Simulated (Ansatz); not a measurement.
Predict the output of the script below (Ansatz's Python interface).

Script `disp_bclfh3si.py`:
```python
'''Dispersion corrections for BClFH3Si.'''

import ansatz
from ase import Atoms

atoms = Atoms(['F', 'B', 'Si', 'Cl', 'H', 'H', 'H'], positions=[
    (-1.2745, -1.7116, 0.6733),
    (-0.042, -1.1419, 0.2646),
    (0.1295, 0.758, -0.1067),
    (-1.0449, 1.3194, -1.6575),
    (0.8915, -1.8688, 0.1389),
    (-0.1787, 1.5372, 1.1145),
    (1.5804, 1.0397, -0.4728),
])
molecule = ansatz.Crystal.molecule_from_ase(atoms)

calculation = molecule.calculation().basis(gaussian='def2-SVP')
for name in ['b3lyp', 'blyp']:
    for correction in ('d3bj', 'd4'):
        rep = calculation.functional(name, dispersion=correction).run().report
        print(f'{name:8s} {correction:5s} total {rep["free_energy_ev"]:.5f} eV, of which dispersion {1000 * rep["dispersion"]["energy"]["ev"]:.2f} meV')
```

Output of `python disp_bclfh3si.py`:
```text
b3lyp    d3bj  total -23836.17771 eV, of which dispersion -260.12 meV
b3lyp    d4    total -23836.14426 eV, of which dispersion -226.67 meV
blyp     d3bj  total -23834.11528 eV, of which dispersion -314.17 meV
blyp     d4    total -23834.10500 eV, of which dispersion -303.89 meV
```

Caveats:
- These settings explore the input space; basis and method may be short of convergence.
- The geometry is a force-field or estimated start, not a minimum of this method, and the basis set is short of its limit. D4 holds the three-body term, and d3bj doesn't.
- b3lyp holds the VWN-RPA fit, as in Gaussian; the form of ORCA and Turbomole is b3lyp5.
- Run time: 7.7 s on 1 thread of Arm Neoverse V1, with other jobs on the host, peak memory 0.21 GiB.
